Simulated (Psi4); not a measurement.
# A workflow on GaF (SMILES [F][Ga])

Aim: a structure relaxation (singlet GaF, CAM-B3LYP/aug-cc-pVDZ), then a single-point energy (doublet GaF+, UCAM-B3LYP/aug-cc-pVDZ), then a structure relaxation (doublet GaF+, UCAM-B3LYP/aug-cc-pVDZ), then a single-point energy (singlet GaF, CAM-B3LYP/aug-cc-pVDZ) of FGa. 

The results are computed with Psi4 1.11.

**1. The molecule**

GaF has 2 atoms, charge 0, and is taken as a singlet. As SMILES, `[F][Ga]`. All atoms were displaced at random from a relaxed shape. The run starts from this shape.

Bond lengths: F1–Ga2 1.932 Å.

**2. A structure relaxation at CAM-B3LYP/aug-cc-pVDZ (density fitting with def2-universal-jkfit) (run 1)**

fga.xyz

```xyz
2
FGa
F     -0.081406     0.064485    -0.076501
Ga     0.028393    -0.020481     1.850704
```

job.py

```python
import psi4

psi4.set_memory(1600000000)
psi4.set_num_threads(1)
psi4.core.set_output_file('output.dat', False)

with open('fga.xyz') as f:
    atoms = ''.join(f.readlines()[2:])
m = psi4.geometry('0 1\n' + atoms + 'symmetry c1')

psi4.set_options({
    'basis': 'aug-cc-pVDZ',
    'df_basis_scf': 'def2-universal-jkfit',
})

e, wfn = psi4.optimize('cam-b3lyp', return_wfn=True)
print('E =', round(e, 9))
print(m.to_string(dtype='xyz', units='Angstrom'))
```

The run is started by

```bash
$ python job.py
```

output.dat:

```text
[...]
  Running in c1 symmetry.
[...]
  Nuclear repulsion =   76.410565622261061
[...]
  Multiplicity = 1
[...]
  Nalpha       = 20
  Nbeta        = 20
[...]
    Number of basis functions: 59
[...]
   @DF-RKS iter   1: -2024.39338168247355   -4.10070e+00   1.52986e-02 ADIIS/DIIS
[...]
   @DF-RKS iter   6: -2024.83480421074569   -5.91172e-12   7.36149e-09 DIIS
[...]
  @DF-RKS Final Energy: -2024.83480421074569
   => Energetics <=
    Nuclear Repulsion Energy =             81.9174252523387594
    One-Electron Energy =               -2986.3002285037882757
    Two-Electron Energy =                 945.9782473791228767
    DFT Exchange-Correlation Energy =     -66.4302483384191476
    Empirical Dispersion Energy =           0.0000000000000000
    VV10 Nonlocal Energy =                  0.0000000000000000
    Total Energy =                      -2024.8348042107456877
[...]
 Multipole Moments:
 ------------------------------------------------------------------------------------
     Multipole            Electronic (a.u.)      Nuclear  (a.u.)        Total (a.u.)
 ------------------------------------------------------------------------------------
 L = 1.  Multiply by 2.5417464519 to convert [e a0] to [Debye]
 Dipole X            :          0.0000000           -0.0000000            0.0000000
 Dipole Y            :          0.0000000            0.0000000            0.0000000
 Dipole Z            :          2.2169713           -1.2155389            1.0014324
 Magnitude           :                                                    1.0014324
[...]
  -Total Gradient:
     Atom            X                  Y                   Z
    ------   -----------------  -----------------  -----------------
       1        0.000000000000     0.000000000000    -0.000218374547
       2        0.000000000001    -0.000000000000     0.000314986370
[...]
    Final optimized geometry and variables:
    Molecular point group: c1
    Full point group: C_inf_v
    Geometry (in Angstrom), charge = 0, multiplicity = 1:
    F           -0.000000000000     0.000000000000    -1.412869690549
    GA           0.000000000000    -0.000000000000     0.389438442575
[...]
```

The script printed:

```text
Some dependencies such as QCElemental have not yet finished migration to pydantic v2. If issues are encountered please downgrade pydantic or upgrade QCElemental as appropriate
Optimizer: Optimization complete!
E = -2024.834804211
2
0 1 FGa
F                     0.000000000000     0.000000000000    -1.412869690549
Ga                    0.000000000000     0.000000000000     0.389438442575
```

It took 42 s on 1 thread of Intel Xeon Platinum 8259CL at 2.50GHz (Skylake/Cascade Lake), shared host; peak memory 0.46 GiB.

Step by step:

| step | energy from the first frame kept (eV) | largest force (eV/Å) |
| --- | --- | --- |
| 0 | 0.0000 | 1.8692 |
| 1 | -0.1291 | 0.5152 |
| 2 | -0.1351 | 0.2323 |
| 3 | -0.1362 | 0.0884 |
| 4 | -0.1363 | 0.0374 |
| 5 | -0.1364 | 0.0162 |

After the run. Bond lengths: F1–Ga2 1.802 Å.

**3. The doublet cation: a single-point energy at UCAM-B3LYP/aug-cc-pVDZ (density fitting with def2-universal-jkfit) (run 2)**

fga.xyz

```xyz
2
FGa
F     -0.075620     0.060007     0.025060
Ga     0.026798    -0.019247     1.822710
```

job.py

```python
import psi4

psi4.set_memory('1600 MB')
psi4.set_num_threads(1)
psi4.set_output_file('output.dat', False)

with open('fga.xyz') as f:
    atoms = ''.join(f.readlines()[2:])
m = psi4.geometry('1 2\n' + atoms + '')

psi4.set_options({
    'reference': 'uks',
    'df_basis_scf': 'def2-universal-jkfit',
})

energy_value = psi4.energy("cam-b3lyp/aug-cc-pVDZ")
print('E =', round(energy_value, 9))
```

The run is started by

```bash
$ python job.py
```

output.dat:

```text
[...]
  Running in c2v symmetry.
[...]
  Nuclear repulsion =   81.917405594416778
[...]
  Multiplicity = 2
[...]
  Nalpha       = 20
  Nbeta        = 19
[...]
    Number of basis functions: 59
[...]
   @DF-UKS iter   1: -2024.05144098416099   -3.62436e+00   2.70665e-02 DIIS/ADIIS
[...]
   @DF-UKS iter  10: -2024.43934317005710   -6.32872e-09   4.23266e-07 DIIS
[...]
   @S^2 Observed:                7.566465111E-01
[...]
    Orbital Energies [Eh]
    ---------------------
    Alpha Occupied:
       1A1  -373.043483     2A1   -46.394117     1B1   -41.149824
       1B2   -41.149824     3A1   -41.147877     4A1   -25.038561
       5A1    -5.961091     2B1    -4.245558     2B2    -4.245558
       6A1    -4.239297     7A1    -1.500652     1A2    -1.290871
       8A1    -1.290871     3B1    -1.286587     3B2    -1.286587
       9A1    -1.280962    10A1    -0.827345     4B1    -0.731554
       4B2    -0.731554    11A1    -0.670737
    Alpha Virtual:
       5B2    -0.287372     5B1    -0.287372    12A1    -0.194004
      13A1    -0.121237     6B2    -0.081158     6B1    -0.081158
[...]
  @DF-UKS Final Energy: -2024.43934317005710
   => Energetics <=
    Nuclear Repulsion Energy =             81.9174055944167776
    One-Electron Energy =               -2972.7742065720726714
    Two-Electron Energy =                 932.6615475534284769
    DFT Exchange-Correlation Energy =     -66.2440897458296547
    Empirical Dispersion Energy =           0.0000000000000000
    VV10 Nonlocal Energy =                  0.0000000000000000
    Total Energy =                      -2024.4393431700568726
  UHF NO Occupations:
  HONO-2 :    4 B1 1.9999497
  HONO-1 :   10 A1 1.9968550
[...]
 Multipole Moments:
 ------------------------------------------------------------------------------------
     Multipole            Electronic (a.u.)      Nuclear  (a.u.)        Total (a.u.)
 ------------------------------------------------------------------------------------
 L = 1.  Multiply by 2.5417464519 to convert [e a0] to [Debye]
 Dipole X            :          0.0000000            0.0000000            0.0000000
 Dipole Y            :          0.0000000           -0.0000000           -0.0000000
 Dipole Z            :          2.7746020           -1.2155392            1.5590627
 Magnitude           :                                                    1.5590627
[...]
```

Standard output:

```text
E = -2024.43934317
```

Wall time 7.2 s (1 thread of Intel Xeon Platinum 8259CL at 2.50GHz (Skylake/Cascade Lake), shared host); peak memory 0.39 GiB.

**4. The doublet cation: a structure relaxation at UCAM-B3LYP/aug-cc-pVDZ (density fitting with def2-universal-jkfit) (run 3)**

job.inp

```
memory 1.6 GB

molecule m {
  1 2
  F     -0.14290109     0.11339680     0.04735654
  Ga     0.05064088    -0.03637156     3.44442270
  units au
  symmetry c1
}

set basis aug-cc-pVDZ
set reference uks
set df_basis_scf def2-universal-jkfit

energy_value, wavefunction = opt("cam-b3lyp", return_wfn=True)
```

The run is started by

```bash
$ psi4 -i job.inp -o job.out -n 1
```

job.out:

```text
[...]
  Running in c1 symmetry.
[...]
  Nuclear repulsion =   81.917405815076307
[...]
  Multiplicity = 2
[...]
  Nalpha       = 20
  Nbeta        = 19
[...]
    Number of basis functions: 59
[...]
   @DF-UKS iter   1: -2024.05144099164659   -3.62436e+00   1.55368e-02 DIIS/ADIIS
[...]
   @DF-UKS iter   7: -2024.44216141608285   -2.27374e-12   2.78238e-09 DIIS
[...]
   @S^2 Observed:                7.541593411E-01
[...]
  @DF-UKS Final Energy: -2024.44216141608285
   => Energetics <=
    Nuclear Repulsion Energy =             85.8650604833319449
    One-Electron Energy =               -2980.6108443735670335
    Two-Electron Energy =                 936.5706163231025130
    DFT Exchange-Correlation Energy =     -66.2669938489502783
    Empirical Dispersion Energy =           0.0000000000000000
    VV10 Nonlocal Energy =                  0.0000000000000000
    Total Energy =                      -2024.4421614160828540
  UHF NO Occupations:
  HONO-2 :   18  A 1.9999343
  HONO-1 :   19  A 1.9981027
[...]
 Multipole Moments:
 ------------------------------------------------------------------------------------
     Multipole            Electronic (a.u.)      Nuclear  (a.u.)        Total (a.u.)
 ------------------------------------------------------------------------------------
 L = 1.  Multiply by 2.5417464519 to convert [e a0] to [Debye]
 Dipole X            :          0.0000000           -0.0000000            0.0000000
 Dipole Y            :          0.0000000           -0.0000000            0.0000000
 Dipole Z            :          2.6400591           -1.1596547            1.4804044
 Magnitude           :                                                    1.4804044
[...]
  -Total Gradient:
     Atom            X                  Y                   Z
    ------   -----------------  -----------------  -----------------
       1       -0.000000000000    -0.000000000000    -0.000027089522
       2        0.000000000002     0.000000000000     0.000169705383
[...]
    Final optimized geometry and variables:
    Molecular point group: c1
    Full point group: C_inf_v
    Geometry (in Bohr), charge = 1, multiplicity = 2:
    F           -0.000000000000    -0.000000000000    -2.547186762977
    GA           0.000000000000     0.000000000000     0.702097619163
    Psi4 run time: 0:00:52.12
[...]
```

Standard output:

```text
Optimizer: Optimization complete!
```

Run time: 54 s. Hardware: 1 thread of Intel Xeon Platinum 8259CL at 2.50GHz (Skylake/Cascade Lake), shared host; peak memory 0.46 GiB.

Steps, from the record of the run:

| step | energy from the first frame kept (eV) | largest force (eV/Å) |
| --- | --- | --- |
| 0 | 0.0000 | 1.6759 |
| 1 | -0.0726 | 0.4473 |
| 2 | -0.0763 | 0.1626 |
| 3 | -0.0766 | 0.0526 |
| 4 | -0.0767 | 0.0195 |
| 5 | -0.0767 | 0.0087 |

After the run. Bond lengths: F1–Ga2 1.719 Å.

**5. A single-point energy at CAM-B3LYP/aug-cc-pVDZ (density fitting with def2-universal-jkfit) (run 4)**

fga.py

```python
import psi4

psi4.set_memory(1600000000)
psi4.set_num_threads(1)
psi4.set_output_file('psi4.out', False)

geom = psi4.geometry("""
F
Ga 1 1.719447
units angstrom
""")

options = {'basis': 'aug-cc-pVDZ', 'df_basis_scf': 'def2-universal-jkfit'}
psi4.set_options(options)

e = psi4.energy("CAM-B3LYP")
print(f'total energy {e:.8f} hartree = {e * 27.211386:.5f} eV')
```

The run is started by

```bash
$ python fga.py
```

psi4.out:

```text
[...]
  Running in c2v symmetry.
[...]
  Nuclear repulsion =   85.865072768704124
[...]
  Multiplicity = 1
[...]
  Nalpha       = 20
  Nbeta        = 20
[...]
    Number of basis functions: 59
[...]
   @DF-RKS iter   1: -2024.36542574285477   -3.82896e+00   2.73635e-02 DIIS/ADIIS
[...]
   @DF-RKS iter   8: -2024.83193059768996   -9.71272e-09   2.24656e-07 DIIS
[...]
    Orbital Energies [Eh]
    ---------------------
    Doubly Occupied:
       1A1  -372.673143     2A1   -46.028670     1B1   -40.784136
       1B2   -40.784136     3A1   -40.781472     4A1   -24.734172
       5A1    -5.596832     2B2    -3.881800     2B1    -3.881800
       6A1    -3.875001     7A1    -1.217855     1A2    -0.928966
       8A1    -0.928966     3B1    -0.924856     3B2    -0.924856
       9A1    -0.919177    10A1    -0.528274     4B2    -0.459420
       4B1    -0.459420    11A1    -0.335227
[...]
  @DF-RKS Final Energy: -2024.83193059768996
   => Energetics <=
    Nuclear Repulsion Energy =             85.8650727687041240
    One-Electron Energy =               -2994.2233964258352898
    Two-Electron Energy =                 949.9767775168021444
    DFT Exchange-Correlation Energy =     -66.4503844573608120
    Empirical Dispersion Energy =           0.0000000000000000
    VV10 Nonlocal Energy =                  0.0000000000000000
    Total Energy =                      -2024.8319305976899614
[...]
 Multipole Moments:
 ------------------------------------------------------------------------------------
     Multipole            Electronic (a.u.)      Nuclear  (a.u.)        Total (a.u.)
 ------------------------------------------------------------------------------------
 L = 1.  Multiply by 2.5417464519 to convert [e a0] to [Debye]
 Dipole X            :          0.0000000            0.0000000            0.0000000
 Dipole Y            :          0.0000000            0.0000000            0.0000000
 Dipole Z            :          1.9386528           -1.1596545            0.7789983
 Magnitude           :                                                    0.7789983
[...]
```

On the terminal:

```text
total energy -2024.83193060 hartree = -55098.48325 eV
```

Wall time 6 s (1 thread of Intel Xeon Platinum 8259CL at 2.50GHz (Skylake/Cascade Lake), shared host); peak memory 0.39 GiB.

**6. What came out**

```
                                                               quantity           value
                  run 1, CAM-B3LYP/aug-cc-pVDZ: total energy at the end  -2024.83480 Eh
                            run 1, CAM-B3LYP/aug-cc-pVDZ: dipole moment          2.55 D
                              run 1, CAM-B3LYP/aug-cc-pVDZ: HOMO energy        -9.30 eV
                              run 1, CAM-B3LYP/aug-cc-pVDZ: LUMO energy        -0.70 eV
                            run 1, CAM-B3LYP/aug-cc-pVDZ: HOMO–LUMO gap         8.60 eV
                              run 1, CAM-B3LYP/aug-cc-pVDZ: bond length         1.802 Å
                                    doublet cation, run 2: total energy  -2024.43934 Eh
              doublet cation, run 2: HOMO energy (highest over α and β)       -18.25 eV
               doublet cation, run 2: LUMO energy (lowest over α and β)       -12.32 eV
                                            doublet cation, run 2: ⟨S²⟩           0.757
                         doublet cation, run 3: total energy at the end  -2024.44216 Eh
              doublet cation, run 3: HOMO energy (highest over α and β)       -18.14 eV
               doublet cation, run 3: LUMO energy (lowest over α and β)       -12.20 eV
                                     doublet cation, run 3: bond length         1.719 Å
                                            doublet cation, run 3: ⟨S²⟩           0.754
                             run 4, CAM-B3LYP/aug-cc-pVDZ: total energy  -2024.83193 Eh
                            run 4, CAM-B3LYP/aug-cc-pVDZ: dipole moment          1.98 D
                              run 4, CAM-B3LYP/aug-cc-pVDZ: HOMO energy        -9.12 eV
                              run 4, CAM-B3LYP/aug-cc-pVDZ: LUMO energy        -0.58 eV
                            run 4, CAM-B3LYP/aug-cc-pVDZ: HOMO–LUMO gap         8.55 eV
adiabatic ionisation energy (to the doublet cation, no zero-point term)       10.684 eV
```

What this shows: The adiabatic ionisation energy (to the doublet cation, no zero-point term) is 10.68 eV (1031 kJ/mol). The optimisation (run 1, CAM-B3LYP/aug-cc-pVDZ) took 6 steps and changed the energy by -0.136 eV. The optimisation (doublet cation, run 3) took 6 steps and changed the energy by -0.077 eV.
